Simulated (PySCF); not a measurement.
# CH3AlF2O (SMILES C[O][Al]([F])[F]) at 6 levels

Aim: a comparison of 6 runs (BHLYP/6-31G*, BLYP/6-31G*, M06-2X/6-31G*, M06-L/6-31G*, TPSS/6-31G*, SCS-MP2/6-31G*) of CH3AlF2O. Input form: a Python script.

The calculation is run with PySCF 2.14.0.

3 further runs of the same task are left out: 3 set aside as unsound or not needed.

### 1 The structure to begin with

The species is CH3AlF2O (8 atoms), meant as a singlet with charge 0. SMILES: `C[O][Al]([F])[F]`. The shape is that of a PBE0-D4/def2-TZVP optimisation.

Bond lengths: C1–O2 1.401 Å, O2–Al3 1.661 Å, Al3–F4 1.634 Å, Al3–F5 1.639 Å, C1–H6 1.095 Å, C1–H7 1.094 Å, C1–H8 1.094 Å. Angles: C1–O2–Al3 136.9°, O2–Al3–F4 119.6°, O2–Al3–F5 122.1°, F4–Al3–F5 118.3°, O2–C1–H6 112.5°, O2–C1–H7 109.7°, O2–C1–H8 109.7°, H6–C1–H7 108.4°, H6–C1–H8 108.4°, H7–C1–H8 108.1°.

### 2 The energy at BHLYP/6-31G(d) (spherical functions) (run 1)

File input.py:

```python
from pyscf import gto, dft

system = gto.M(
    atom='''
C       -0.239000       0.900700       0.881500
O       -0.459800      -0.316300       0.222600
Al       0.227600      -1.156300      -1.035300
F       -0.392600      -2.602700      -1.474500
F        1.520300      -0.581200      -1.861800
H        0.609600       1.454200       0.465200
H       -0.042800       0.715700       1.941600
H       -1.131100       1.528900       0.804800
''',
    basis='6-31g*',
    charge=0,
    max_memory=1860,
    verbose=3,
)

mf = dft.RKS(system, xc='bhandhlyp')
mf.conv_tol = 1e-10
mf.grids.level = 5
mf.kernel()
if not mf.converged:
    mf = mf.newton().run(mf.mo_coeff, mf.mo_occ)

e_tot = mf.e_tot
print('E = %.10f Eh' % e_tot)
```

Launch:

```console
OMP_NUM_THREADS=1 python input.py
```

Log:

```text
converged SCF energy = -557.28446674016
E = -557.2844667402 Eh
```

Wall time 18 s (1 thread of Intel Xeon at 2.70GHz, shared host); peak memory 0.41 GiB.

### 3 The energy at BLYP/6-31G(d) (spherical functions) (run 2)

File run.py:

```python
from pyscf import gto, dft

mol = gto.Mole()
mol.atom = '''
C   -0.239000   0.900700   0.881500
O   -0.459800  -0.316300   0.222600
Al   0.227600  -1.156300  -1.035300
F   -0.392600  -2.602700  -1.474500
F    1.520300  -0.581200  -1.861800
H    0.609600   1.454200   0.465200
H   -0.042800   0.715700   1.941600
H   -1.131100   1.528900   0.804800
'''
mol.charge = 0
mol.basis = '6-31g*'
mol.verbose = 3
mol.max_memory = 1860
mol.build()

calc0 = dft.RKS(mol)
calc0.xc = 'blyp'
calc0.conv_tol = 1e-10
calc0.grids.level = 5
calc0.kernel()
if not calc0.converged:
    calc0 = calc0.newton().run(calc0.mo_coeff, calc0.mo_occ)

etot = calc0.e_tot
print(f'total energy: {etot:.8f} hartree')
```

Launch:

```console
OMP_NUM_THREADS=1 python run.py
```

Log:

```text
converged SCF energy = -557.351915719111
total energy: -557.35191572 hartree
```

It took 19 s on 1 thread of Intel Xeon at 2.70GHz, shared host; peak memory 0.41 GiB.

Runs 3 to 4 aren't shown in full; the table further down has their settings and results.

### 4 The energy at TPSS/6-31G(d) (spherical functions) (run 5)

File job.py:

```python
from pyscf import gto, dft

molecule = gto.M(
    atom='''
C     -0.239000     0.900700     0.881500
O     -0.459800    -0.316300     0.222600
Al     0.227600    -1.156300    -1.035300
F     -0.392600    -2.602700    -1.474500
F      1.520300    -0.581200    -1.861800
H      0.609600     1.454200     0.465200
H     -0.042800     0.715700     1.941600
H     -1.131100     1.528900     0.804800
''',
    basis='6-31g*',
    verbose=4,
    max_memory=1860,
)

ks = dft.RKS(molecule, xc='tpss')
ks.grids.level = 5
ks.conv_tol = 1e-10
ks.kernel()
if not ks.converged:
    ks = ks.newton().run(ks.mo_coeff, ks.mo_occ)

etot = ks.e_tot
print('E = %.10f Eh' % etot)
```

Launch:

```console
OMP_NUM_THREADS=1 python job.py
```

Log:

```text
PySCF version 2.14.0

[... 81 lines left out ...]
converged SCF energy = -557.447238767196
E = -557.4472387672 Eh
```

Wall time 32 s (1 thread of Intel Xeon at 2.70GHz, shared host); peak memory 0.42 GiB.

### 5 The energy at SCS-MP2/6-31G(d) (spherical functions) (run 6)

File input.py:

```python
# C[O][Al]([F])[F]
from pyscf import gto, mp

molecule = gto.M(
    atom='''
C     -0.239000     0.900700     0.881500
O     -0.459800    -0.316300     0.222600
Al     0.227600    -1.156300    -1.035300
F     -0.392600    -2.602700    -1.474500
F      1.520300    -0.581200    -1.861800
H      0.609600     1.454200     0.465200
H     -0.042800     0.715700     1.941600
H     -1.131100     1.528900     0.804800
''',
    verbose=3,
    spin=0,
    max_memory=1860,
    basis='6-31g*',
)

calc0 = molecule.RHF()
calc0.conv_tol = 1e-10
calc0.kernel()
if not calc0.converged:
    calc0 = calc0.newton().run(calc0.mo_coeff, calc0.mo_occ)

pt = mp.MP2(calc0, frozen=9).run()
e_tot = calc0.e_tot + 1.2 * pt.e_corr_os + pt.e_corr_ss / 3
print('E = %.10f Eh' % e_tot)
```

Launch:

```console
OMP_NUM_THREADS=1 python input.py
```

Log:

```text
converged SCF energy = -555.450533459607
E(RMP2) = -556.150347863637  E_corr = -0.699814404029455
E(SCS-RMP2) = -556.127292118847  E_corr = -0.676758659240314
E = -556.1272921188 Eh
```

Run time: 2 s. Hardware: 1 thread of Intel Xeon at 2.70GHz, shared host; peak memory 0.18 GiB.

### 6 All runs side by side

```csv
run,level,integration grid,frozen core orbitals,energy (Eh),dipole moment (D) of the reference,HOMO energy (eV),LUMO energy (eV),wall time
1,BHLYP/6-31G* (spherical functions),5,–,-557.284467,2.16,-10.03,0.03,18 s
2,BLYP/6-31G* (spherical functions),5,–,-557.351916,1.99,-6.69,-1.54,19 s
3,M06-2X/6-31G* (spherical functions),5,–,-557.272030,2.14,-10.09,-0.12,30 s
4,M06-L/6-31G* (spherical functions),5,–,-557.364621,1.99,-7.15,-0.93,31 s
5,TPSS/6-31G* (spherical functions),5,–,-557.447239,2.03,-6.97,-1.34,32 s
6,SCS-MP2/6-31G* (spherical functions),–,9,-556.127292,2.25,-12.56,2.32,2 s
```

### 7 Summary of results

```
                                          quantity          value
                               run 6: total energy  -556.12729 Eh
       run 6: dipole moment (Hartree–Fock density)         2.25 D
        run 6: HOMO energy (Hartree–Fock orbitals)      -12.56 eV
        run 6: LUMO energy (Hartree–Fock orbitals)        2.32 eV
      run 6: HOMO–LUMO gap (Hartree–Fock orbitals)       14.88 eV
run 6: correlation energy (9 core orbitals frozen)     -676.8 mEh
```

In words: Over runs 1, 2, 3, 4, 5 the dipole moment (its size) runs from 1.99 D (M06-L/6-31G*) to 2.16 D (BHLYP/6-31G*). Over runs 1, 2, 3, 4, 5 the HOMO–LUMO gap runs from 5.15 eV (BLYP/6-31G*) to 10.06 eV (BHLYP/6-31G*). Totals of different functionals can't be ranked against each other. All runs together took 2.2 min, the longest 32 s.
